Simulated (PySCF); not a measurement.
# AsH5OSi: the cost of one run

The runs use PySCF 2.14.0, with density-fitted response routines of our own; the level of theory stands in each step. All values are computed, except where a source is named. Atoms are numbered from 0 throughout.

### Step 1. The molecule as given

8 atoms, charge 0, multiplicity 1; geometry from: GFN2-xTB. The atoms were then displaced at random by about 0.01 Å, so the start is not that level's minimum.

Bonds of the start (Å): O0–Si1 1.60, Si1–As2 2.32, O0–H3 0.98, Si1–H4 1.46, Si1–H5 1.47, As2–H6 1.51, As2–H7 1.50.

### Step 2. Relaxing the molecule at PBE0-D3(BJ)/def2-SVP

The job: settings as JSON, then the geometry in Å.

```
{"job": {"xc": "PBE0", "basis": "def2-SVP", "d3": "d3bj", "grid": 1, "shake": 0.01, "kind": "geom"}, "charge": 0, "multiplicity": 1}
O     -1.577850     0.923130     0.116250
Si    -0.606340    -0.349500     0.128150
As     1.547240     0.354300     0.610360
H     -1.403300     1.696190    -0.462660
H     -1.200850    -1.138560     1.196530
H     -0.743640    -1.063800    -1.146480
H      1.914580     0.588900    -0.831340
H      2.125290    -1.029790     0.492210
```

On the command line:

```bash
OMP_NUM_THREADS=1 python probes_run.py task.json out
```

One launch serves the whole session: the jobs run in the order shown.

Q: Estimate the wall time and peak memory of this first job on 1 thread of Arm Neoverse V2, shared host.

About 13 s, with a peak of 0.36 GiB.
